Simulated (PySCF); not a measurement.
# Ru(OH)2: relaxation and vibrations of the triplet

Aim: relax Ru(OH)2 as a triplet from a bent start, check by its vibrations whether the end is a minimum, and collect its spectrum and constants.

Computed with PySCF 2.14.0. Level: PBE0, basis Ru def2-TZVP with ECP28, O def2-TZVP, H def2-TZVP, scalar-relativistic core potentials, no spin–orbit coupling, density fitting.

### Step 1. The starting structure

5 atoms, charge 0, spin multiplicity 3.

Bond lengths: Ru1–O2 1.880 Å, Ru1–O3 1.880 Å, O2–H4 0.960 Å, O3–H5 0.960 Å. Angles: O2–Ru1–O3 110.0°, Ru1–O2–H4 130.0°, Ru1–O3–H5 130.0°.

Coordinates in bohr (charge 0 multiplicity 3):
```
Ru    0.0000    0.0000    0.0000
O     2.9102    0.0000    2.0377
O    -2.9102    0.0000    2.0377
H     3.8654   -1.3897    2.7067
H    -3.8654    1.3897    2.7067
```

### Step 2. The SCF at the typed geometry

One driver script runs all steps and calls PySCF; scf.py shows how it sets up the SCF of each step. The optimiser is the driver's own. After this first run the driver tries any further starts and a stability analysis.

Contents of scf.py:

```python
from pyscf import gto, scf, dft
mol = gto.M(atom='''
Ru     0.000000     0.000000     0.000000
O      1.540000     0.000000     1.078300
O     -1.540000     0.000000     1.078300
H      2.045500    -0.735400     1.432300
H     -2.045500     0.735400     1.432300''',
    basis={'Ru': 'def2-TZVP', 'O': 'def2-TZVP', 'H': 'def2-TZVP'},
    ecp={'Ru': 'def2-TZVP'},
    charge=0, spin=2)
mf = dft.UKS(mol, xc='PBE0')
mf.grids.atom_grid = (50, 194)
aux = {'Ru': 'def2-universal-JKFIT', 'O': 'def2-universal-JKFIT', 'H': 'def2-universal-JKFIT'}
mf = mf.density_fit(auxbasis=aux)
mf.conv_tol = 1e-08
mf.diis_space = 10
mf.max_cycle = 60
mf.init_guess = 'minao'
mf.verbose = 4
mf.kernel()
```

Started as:

```bash
$ OMP_NUM_THREADS=4 python axn.py task.json out
```

Further steps of the session: Bent start, triplet: relaxation; Vibrations and properties at this point.

What does the calculation give? Wanted: minimum; geometry; wavenumbers; dipole moment; highest occupied, lowest empty level; polar-tensor charge of Ru1; zero-point energy; atomisation energy; ⟨S²⟩.

As calculated:

| quantity | value |
| --- | --- |
| minimum | triplet, C2 |
| geometry | O–H 0.962 Å (×2), Ru–O 1.847 Å (×2); H–O–Ru 121.0° (×2), O–Ru–O 139.5° |
| wavenumbers (cm⁻¹) | 99 (a), 417 (b), 419 (a), 657 (a), 699 (b), 762 (b), 819 (a), 3839 (b), 3840 (a) |
| dipole moment | 0.76 D |
| highest occupied, lowest empty level (either spin) | -6.04, -2.60 eV |
| polar-tensor charge of Ru1 | +1.05 e |
| zero-point energy | 69.1 kJ/mol |
| entropy at 298.15 K | 298.5 J/(mol K) |
| atomisation energy (no zero-point energy) | 1512 kJ/mol |
| ⟨S²⟩ | 2.073 |

The bent start keeps its C2 symmetry and ends in a minimum. The strongest infrared band lies at 699 cm⁻¹ (b). Most of the spin sits on Ru1 (Mulliken spin 1.93, against 2 for the whole molecule). Other starts or spin states, not run here, may lie lower. One determinant may miss the lowest occupation of an open d or f shell.
